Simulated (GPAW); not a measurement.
# BiTe (R-3m) in GPAW: convergence with plane-wave cutoff (eV)

Aim: find how far plane-wave cutoff (eV) must go before the results for BiTe settle, at r2SCAN. This setting moves, with any that are tied to it; all else stays.

All numbers are computed with GPAW 26.7.0; they aren't measurements. Logs are shortened: lines on timing, memory, paths and dates and some standing lists are left out, and cuts for length are marked. The log counts tension as positive stress, the text compression.

## Step 1: The structure

The structure is trigonal, space group R-3m (No. 166). The conventional cell has a = 4.845 Å, b = 4.845 Å, c = 9.952 Å, α = 90.00°, β = 90.00°, γ = 120.00°. Bi (site symmetry -3m) has 6 Te at 3.25 Å as nearest neighbours. Te (site symmetry -3m) is surrounded by 6 Bi at 3.25 Å.

The cell comes from a database or a generator and needn't be the stable form of this composition.

## Step 2: With plane-wave cutoff (eV) 200

Input file run.py:

```python
from ase.dft.bandgap import bandgap
from ase.io import read, write
from ase.units import GPa
from gpaw import GPAW, PW

atoms = read('BiTe.xyz')

calc = GPAW(mode=PW(200),
            xc='MGGA_X_R2SCAN+MGGA_C_R2SCAN',
            kpts={'size': (5, 5, 5), 'gamma': True},
            occupations={'name': 'fermi-dirac', 'width': 0.05},
            nbands=20,
            convergence={'density': 1e-05, 'energy': 1e-05},
            maxiter=100,
            txt='gpaw.txt')
atoms.calc = calc
energy = atoms.get_potential_energy()
forces = atoms.get_forces()
stress = atoms.get_stress()
calc.write('gs.gpw')
write('result.traj', atoms)
print(f'Energy: {energy:.6f} eV')
print('Forces (eV/A):')
print(forces.round(4))
print('Stress (GPa):', (stress / GPa).round(3))
print('Fermi level:', round(calc.get_fermi_level(), 4), 'eV')
print(f'Gap: {bandgap(calc)[0]:.4f} eV, direct: {bandgap(calc, direct=True)[0]:.4f} eV')
```

Input file BiTe.xyz:

```xyz
2
Lattice="2.4227077728 1.3987509848 3.3172919545 -2.4227077728 1.3987509848 3.3172919545 0.0000000000 -2.7975019696 3.3172919545" Properties=species:S:1:pos:R:3 pbc="T T T"
Bi     0.0000000000      0.0000000000      4.9759379318
Te     0.0000000000      0.0000000000      0.0000000000
```

Potentials or basis: GPAW PAW data sets (gpaw-data 1.2.1), pw.

Launch:

```sh
$ OMP_NUM_THREADS=1 python run.py
```

Run time: 9.8 s. Hardware: 1 thread of Arm Neoverse V2, shared host; peak memory 0.28 GiB.

What came out:

```
Free energy            : -38.3514 eV
Pressure               : -2.5 GPa
Band gap on the k mesh : none (metal or under the smearing width)
```

## Step 3: With plane-wave cutoff (eV) 250

Changes to run.py since step 2:

```diff
@@ -7,3 +7,3 @@
 
-calc = GPAW(mode=PW(200),
+calc = GPAW(mode=PW(250),
             xc='MGGA_X_R2SCAN+MGGA_C_R2SCAN',
```

BiTe.xyz is that of step 2.

Potentials or basis: GPAW PAW data sets (gpaw-data 1.2.1), pw.

Launch:

```sh
$ OMP_NUM_THREADS=1 python run.py
```

Wall time 9.9 s (1 thread of Arm Neoverse V2, shared host); peak memory 0.28 GiB.

Results:

| Property | Result |
| --- | --- |
| Free energy | -38.8833 eV |
| Pressure | -6.9 GPa |
| Band gap on the k mesh | none (metal or under the smearing width) |

## Step 4: With plane-wave cutoff (eV) 300

Changes to run.py since step 3:

```diff
@@ -7,3 +7,3 @@
 
-calc = GPAW(mode=PW(250),
+calc = GPAW(mode=PW(300),
             xc='MGGA_X_R2SCAN+MGGA_C_R2SCAN',
```

BiTe.xyz is that of step 3.

Launch:

```sh
$ OMP_NUM_THREADS=1 python run.py
```

Wall time 18 s (1 thread of Arm Neoverse V2, shared host); peak memory 0.29 GiB.

Results:

* Free energy: -39.5872 eV
* Pressure: -6.5 GPa
* Band gap on the k mesh: none (metal or under the smearing width)

## Step 5: With plane-wave cutoff (eV) 350

Changes to run.py since step 4:

```diff
@@ -7,3 +7,3 @@
 
-calc = GPAW(mode=PW(300),
+calc = GPAW(mode=PW(350),
             xc='MGGA_X_R2SCAN+MGGA_C_R2SCAN',
```

BiTe.xyz is that of step 4.

Launch:

```sh
$ OMP_NUM_THREADS=1 python run.py
```

Run time: 16 s. Hardware: 1 thread of Arm Neoverse V2, shared host; peak memory 0.29 GiB.

What came out:

* Free energy: -39.9982 eV
* Pressure: -3.9 GPa
* Band gap on the k mesh: none (metal or under the smearing width)

## Step 6: With plane-wave cutoff (eV) 400

Changes to run.py since step 5:

```diff
@@ -7,3 +7,3 @@
 
-calc = GPAW(mode=PW(350),
+calc = GPAW(mode=PW(400),
             xc='MGGA_X_R2SCAN+MGGA_C_R2SCAN',
```

BiTe.xyz is that of step 5.

Potentials or basis: GPAW PAW data sets (gpaw-data 1.2.1), pw.

Launch:

```sh
$ OMP_NUM_THREADS=1 python run.py
```

Run time: 28 s. Hardware: 1 thread of Arm Neoverse V2, shared host; peak memory 0.3 GiB.

What came out:

```
Free energy            : -40.1602 eV
Pressure               : -2.1 GPa
Band gap on the k mesh : none (metal or under the smearing width)
```

## Step 7: With plane-wave cutoff (eV) 500

Changes to run.py since step 6:

```diff
@@ -7,3 +7,3 @@
 
-calc = GPAW(mode=PW(400),
+calc = GPAW(mode=PW(500),
             xc='MGGA_X_R2SCAN+MGGA_C_R2SCAN',
```

BiTe.xyz is that of step 6.

Launch:

```sh
$ OMP_NUM_THREADS=1 python run.py
```

Wall time 35 s (1 thread of Arm Neoverse V2, shared host); peak memory 0.31 GiB.

It converged, with:

* Free energy: -40.2206 eV
* Pressure: -1.1 GPa
* Band gap on the k mesh: none (metal or under the smearing width)

## Step 8: With plane-wave cutoff (eV) 600

Changes to run.py since step 7:

```diff
@@ -7,3 +7,3 @@
 
-calc = GPAW(mode=PW(500),
+calc = GPAW(mode=PW(600),
             xc='MGGA_X_R2SCAN+MGGA_C_R2SCAN',
```

BiTe.xyz is that of step 7.

Launch:

```sh
$ OMP_NUM_THREADS=1 python run.py
```

Run time: 34 s. Hardware: 1 thread of Arm Neoverse V2, shared host; peak memory 0.32 GiB.

Results (log left out):

```yaml
Free_energy: -40.2250 eV
Pressure: -1.0 GPa
Band_gap_on_the_k_mesh: none (metal or under the smearing width)
```

## Step 9: With plane-wave cutoff (eV) 800

Changes to run.py since step 8:

```diff
@@ -7,3 +7,3 @@
 
-calc = GPAW(mode=PW(600),
+calc = GPAW(mode=PW(800),
             xc='MGGA_X_R2SCAN+MGGA_C_R2SCAN',
```

BiTe.xyz is that of step 8.

Potentials or basis: GPAW PAW data sets (gpaw-data 1.2.1), pw.

Launch:

```sh
$ OMP_NUM_THREADS=1 python run.py
```

Wall time 71 s (1 thread of Arm Neoverse V2, shared host); peak memory 0.36 GiB.

Results (log left out):

```
Free energy            : -40.2269 eV
Pressure               : -1.0 GPa
Band gap on the k mesh : none (metal or under the smearing width)
```

## Step 10: With plane-wave cutoff (eV) 1000

Changes to run.py since step 9:

```diff
@@ -7,3 +7,3 @@
 
-calc = GPAW(mode=PW(800),
+calc = GPAW(mode=PW(1000),
             xc='MGGA_X_R2SCAN+MGGA_C_R2SCAN',
```

BiTe.xyz is that of step 9.

Potentials or basis: GPAW PAW data sets (gpaw-data 1.2.1), pw.

Launch:

```sh
$ OMP_NUM_THREADS=1 python run.py
```

gpaw.txt:

```text
__  _  _
 | _ |_)|_||  |
 |__||  | ||/\| - 26.7.0

Input parameters:
  mode=PW(ecut=1000.0),
  convergence={'density': 1e-05, 'energy': 1e-05},
  kpts=MonkhorstPack(size=(5, 5, 5), gamma=True),
  maxiter=100,
  nbands=20,
  occupations=Occupations(name='fermi-dirac', width=0.05),
  xc=XC(name='MGGA_X_R2SCAN+MGGA_C_R2SCAN')

Diagonalizing LCAO Hamiltonian
Converting LCAO to pw mode

       Bi

       Te

Atoms  # Å, Bohr magnetons
|   | symbol |        x |        y |        z |    initial magnetic moments |
|---|--------|----------|----------|----------|-----------------------------|
| 0 |     Bi | 0.000000 | 0.000000 | 4.975938 | ( 0.0000,  0.0000,  0.0000) |
| 1 |     Te | 0.000000 | 0.000000 | 0.000000 | ( 0.0000,  0.0000,  0.0000) |

Unit cell  # Å
| periodic |         x |         y |        z |  lengths |    angles |
|----------|-----------|-----------|----------|----------|-----------|
|      yes |  2.422708 |  1.398751 | 3.317292 | 4.339406 | 67.877182 |
|      yes | -2.422708 |  1.398751 | 3.317292 | 4.339406 | 67.877182 |
|      yes |  0.000000 | -2.797502 | 3.317292 | 4.339406 | 67.877182 |

Number of symmetries: 12
Symmetry operations  # r_c * U_cc + t_c -> r_c
|    | kind |            matrix            |
|----|------|------------------------------|
|  0 |  E   |  1, 0, 0,  0, 1, 0,  0, 0, 1 |
|  1 |  σ   |  1, 0, 0,  0, 0, 1,  0, 1, 0 |
|  2 |  σ   |  0, 1, 0,  1, 0, 0,  0, 0, 1 |
|  3 |  C3  |  0, 1, 0,  0, 0, 1,  1, 0, 0 |
|  4 |  C3  |  0, 0, 1,  1, 0, 0,  0, 1, 0 |
|  5 |  σ   |  0, 0, 1,  0, 1, 0,  1, 0, 0 |
|  6 |  C2  |  0, 0,-1,  0,-1, 0, -1, 0, 0 |
|  7 |  S6  |  0, 0,-1, -1, 0, 0,  0,-1, 0 |
|  8 |  S6  |  0,-1, 0,  0, 0,-1, -1, 0, 0 |
|  9 |  C2  |  0,-1, 0, -1, 0, 0,  0, 0,-1 |
| 10 |  C2  | -1, 0, 0,  0, 0,-1,  0,-1, 0 |
| 11 |  i   | -1, 0, 0,  0,-1, 0,  0, 0,-1 |

BZ-sampling:
  Number of BZ points: 125
  Number of IBZ points: 19

  Monkhorst-Pack size: [5, 5, 5]
  Monkhorst-Pack shift: [0, 0, 0]

K-points  # in reciprocal-cell coordinates
|     |                                coordinates |     weight |
|-----|--------------------------------------------|------------|
|   0 | (  0.00000000,   0.00000000,   0.00000000) | 0.00800000 |
|   1 | (  0.20000000,   0.00000000,  -0.20000000) | 0.04800000 |
|   2 | (  0.20000000,   0.00000000,   0.00000000) | 0.04800000 |
|   3 | (  0.20000000,   0.20000000,  -0.20000000) | 0.04800000 |
|   4 | (  0.20000000,   0.20000000,   0.00000000) | 0.04800000 |
|   5 | (  0.20000000,   0.20000000,   0.20000000) | 0.01600000 |
|   6 | (  0.40000000,  -0.20000000,  -0.20000000) | 0.04800000 |
|   7 | (  0.40000000,   0.00000000,  -0.40000000) | 0.04800000 |
|   8 | (  0.40000000,   0.00000000,  -0.20000000) | 0.09600000 |
|   9 | (  0.40000000,   0.00000000,   0.00000000) | 0.04800000 |
| ... |                                            |            |
|  18 | (  0.40000000,   0.40000000,   0.40000000) | 0.01600000 |

Plane wave coefficients: 4858
Cutoff: 1000.0 eV

Spin-components: 1 (collinear spins)
Bands:           20
Projectors:      11
Spin-degeneracy: 2
Datatype:        complex128

Parallelization:
  kpt:    1
  domain: 1
  band:   1

Density:
  Valence electrons: 21.0
  Components: 1
  Grid points: [32 32 32]
  Charge: 0.0  # |e|

Potential:
  Grid points: [32 32 32]

species:
  Bi:
    name:    Bismuth
    Z:       83.0
    valence: 15
    core:    68
    charge:  0.0  # [|e|]
    compensation charges:
      type: gauss
      rc: 0.38  # [Å]
      lmax: 2
    cutoffs:
      filter: 2.23  # [Å]
      core: 2.33  # [Å]
    projectors
    | kind |    occ | energy [eV] | rcut [Å] |
    |------|--------|-------------|----------|
    |   6s |  2.000 |     -14.385 |    1.286 |
    |   6p |  3.000 |      -4.580 |    1.275 |
    |   5d | 10.000 |     -27.119 |    1.349 |
    |    s |        |      12.827 |    1.286 |
    |    p |        |      22.631 |    1.275 |
    |    d |        |       0.093 |    1.349 |

    Using partial waves for Bi as LCAO basis

  Te:
    name:    Tellurium
    Z:       52.0
    valence: 6
    core:    46
    charge:  0.0  # [|e|]
    compensation charges:
      type: gauss
      rc: 0.36  # [Å]
      lmax: 2
    cutoffs:
      filter: 2.09  # [Å]
      core: 3.17  # [Å]
    projectors
    | kind |    occ | energy [eV] | rcut [Å] |
    |------|--------|-------------|----------|
    |   5s |  2.000 |     -15.089 |    1.180 |
    |   5p |  4.000 |      -5.955 |    1.196 |
    |    s |        |      12.123 |    1.180 |
    |    p |        |      21.256 |    1.196 |
    |    d |        |       0.000 |    1.238 |

    Using partial waves for Te as LCAO basis

Reference energy: -769639.066386  # eV

eigensolver:
  PPCG
  Converge bands: occupied
  niter=2

density mixing:
  MSR1-Mixer
  Pratt-step length: 0.05
  Maximum mixing coefficient: 0.75
  Old densities: 10
  SVD Regularization: 0.005
  Good broyden scale: 1.0
  Trust region scale: 1.0
  Backstep threshold: 4.0
  History deletion threshold: 6.0
  Fourier metric: weight=20.0, sigma=0.015

occupation numbers:
  Fermi-Dirac:
    width: 0.0500  # eV

poisson solver:
  ecut: 8000.0  # eV

xc functional:
  name: MGGA_X_R2SCAN+MGGA_C_R2SCAN with 2 nearest neighbor stencil

convergence criteria:
- Maximum integral of absolute [dens]ity change: 1e-05 electrons / valence electron
- Maximum [total energy] change in last 3 cyles: 1e-05 eV / valence electron
- Maximum integral of absolute [eigenst]ate change: 4e-08 eV^2 / valence electron
maximum number of iterations: 100

SCF iterations
|iter     | |      energy | eigst |  dens |
|---------|-|-------------|-------|-------|
|iter:   1| |  -43.831467 | -0.37 |       |
|iter:   2| |  -40.196284 | -1.80 | -1.53 |
|iter:   3| |  -40.230423 | -2.18 | -1.52 |
|iter:   4| |  -40.223266 | -3.34 | -1.72 |
|iter:   5| |  -40.219932 | -3.67 | -1.86 |
|iter:   6| |  -40.220657 | -3.62 | -2.03 |
|iter:   7| |  -40.220706 | -5.13 | -2.98 |
|iter:   8| |  -40.220715c| -5.92 | -3.53 |
|iter:   9| |  -40.220714c| -7.21 | -4.06 |
|iter:  10| |  -40.220713c| -7.78c| -4.51 |
|iter:  11| |  -40.220713c| -8.41c| -5.51c|

Converged in 11 steps
Energy contributions relative to reference atoms: (reference = -769639.066386)

Energy contributions:
  Kinetic:          16.892713
  Coulomb:         -16.055658
  Zero:             -1.454624
  External:          0.000000
  Xc:              -39.596719
  Entropy:          -0.012850
  Spinorbit:         0.000000
  ----------------------------
  Free energy:     -40.227138
  Extrapolated:    -40.220713

dipole moment: (-0.000000, -0.000000, -42.300348)  # |e|*Ang

Fermi level: 6.298
Eigenvalues  # (at kpt = [0.000, 0.000, 0.000])
| band index |      eig [eV] | occ [0-2] |
|------------|---------------|-----------|
|          0 |       -17.847 |     2.000 |
|        ... |               |           |
|          2 |       -17.839 |     2.000 |
|          3 |       -17.839 |     2.000 |
|          4 |       -17.822 |     2.000 |
|          5 |        -7.676 |     2.000 |
|          6 |        -1.999 |     2.000 |
|          7 |         3.192 |     2.000 |
[... 8 lines left out ...]
|         16 |        13.487 |     0.000 |
|         17 |        13.630 |     0.000 |
|        ... |               |           |
|         19 |        13.974 |     0.000 |

No gap
No difference between direct/indirect transitions

Forces  # eV/Ang
|        x |        y |        z |
|----------|----------|----------|
| -0.00000 |  0.00000 |  0.00000 |  # Bi   0
|  0.00000 | -0.00000 | -0.00000 |  # Te   1

Stress tensor  # eV/Ang^3
|         x |         y |         z |
|-----------|-----------|-----------|
|  0.006369 | -0.000000 |  0.000000 |
| -0.000000 |  0.006369 | -0.000000 |
|  0.000000 | -0.000000 |  0.006293 |

# Writing to gs.gpw (mode='')
```

stdout:

```text
Energy: -40.220713 eV
Forces (eV/A):
[[-0.  0.  0.]
 [ 0. -0. -0.]]
Stress (GPa): [ 1.02   1.02   1.008 -0.     0.    -0.   ]
Fermi level: 6.2984 eV
Gap: 0.0000 eV, direct: 0.0000 eV
```

Run time: 63 s. Hardware: 1 thread of Arm Neoverse V2, shared host; peak memory 0.39 GiB.

What came out:

| Property | Result |
| --- | --- |
| Free energy | -40.2271 eV |
| Pressure | -1.0 GPa |
| Band gap on the k mesh | none (metal or under the smearing width) |

## Step 11: The series at a glance

```
plane-wave cutoff (eV)  energy less the tightest run, at zero smearing (meV/atom)  pressure (GPa)  SCF cycles  CPU time (s)  peak memory (GiB)
                   200                                                     937.87           -2.46          11           9.8               0.28
                   250                                                     671.92           -6.94          11           9.9               0.28
                   300                                                     319.96           -6.51          11            18               0.29
                   350                                                     114.49           -3.91          11            16               0.29
                   400                                                      33.48           -2.10          11            28                0.3
                   500                                                       3.26           -1.10          11            35               0.31
                   600                                                       1.08           -1.03          11            34               0.32
                   800                                                       0.12           -1.02          11            71               0.36
                  1000                                                       0.00           -1.02          11            63               0.39
```

Against the tightest run, the energy stays within 1 meV/atom from 800 on; the pressure stays within 0.1 GPa from 500 on. The tightest run that finished is the yardstick and may itself not be fully converged.

Caveats: the PAW data sets were made with another functional, which shifts forces and pressure a little; spin-orbit coupling is left out, which moves the levels of the heavy elements.
